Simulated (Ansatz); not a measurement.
# AlCl2H3SiSn, SMILES [Cl][Al]1[SiH2][SnH]1[Cl]: a ladder of methods at one geometry

Program: Ansatz 0.2.0 through its Python package.

`methods_alcl2h3sisn.py`:
```python
"""AlCl2H3SiSn at several levels of theory."""

from pathlib import Path
import argparse

import ansatz as az
from ase import Atoms
import numpy as np

parser = argparse.ArgumentParser(description="AlCl2H3SiSn at several levels of theory.")
parser.add_argument("--basis", required=True, help="Gaussian basis set")
args = parser.parse_args()

atoms = Atoms(["Cl", "Al", "Si", "Sn", "Cl", "H", "H", "H"], positions=[
    [-1.863, -1.8749, 2.6869],
    [-0.882, -0.7233, 1.0655],
    [-0.6445, 1.2003, -0.2939],
    [1.1486, -0.5095, -0.8075],
    [3.1632, -0.2349, 0.2299],
    [-0.1014, 2.3903, 0.4393],
    [-1.6366, 1.3781, -1.2885],
    [0.9077, -1.6832, -2.0874],
])
system = az.Crystal.molecule_from_ase(atoms)

calc = system.calculation().basis(gaussian=args.basis)

print("functional    E (Ha)        dipole (D)   HOMO (eV)  LUMO (eV)")
for name in ["blyp", "lc_wpbe", "lda", "hf"]:
    report = calc.functional(name).forces().orbitals().run(threads=1, backend="cpu", runs_dir="runs").report
    lines = Path(report["orbitals_path"]).read_text().splitlines()
    field_of = lambda key: [line.split("=")[1].strip() for line in lines if line.startswith(key)]
    orbitals = [(27.211386 * float(e), s, float(n)) for e, s, n in zip(field_of("Ene="), field_of("Spin="), field_of("Occup="))]
    homo = max(e for e, _, n in orbitals if n > 0.5)
    lumo = min(e for e, _, n in orbitals if n < 0.5)
    dipole = 4.803205 * np.linalg.norm(report["charge_distribution"]["dipole_moment_e_ang"])
    print(f"{name:10s} {report['free_energy_ev'] / 27.211386246:14.6f} {dipole:9.3f} {homo:11.3f} {lumo:10.3f}")
```

```console
$ python methods_alcl2h3sisn.py --basis def2-SVP
functional    E (Ha)        dipole (D)   HOMO (eV)  LUMO (eV)
blyp         -1667.932150     2.665      -4.437     -3.052
lc_wpbe      -1667.599700     3.149      -7.798     -0.629
lda          -1662.469546     2.714      -4.751     -3.478
hf           -1664.527762     3.376      -7.373      0.298
```

Total energies depend on the basis set; only differences at equal settings carry meaning. The geometry is a force-field or estimated start, not a minimum of this method, and the basis set is short of its limit. A lower total doesn't mark the better method: functionals have no common bound, and MP2 and coupled cluster aren't variational. Levels such as HOMO and LUMO are orbital energies: with these approximate functionals they aren't the ionisation energy and electron affinity, and their gap isn't the fundamental gap. Timing: 19 s on 1 thread of Arm Neoverse V1 (shared host), peak memory 0.36 GiB.
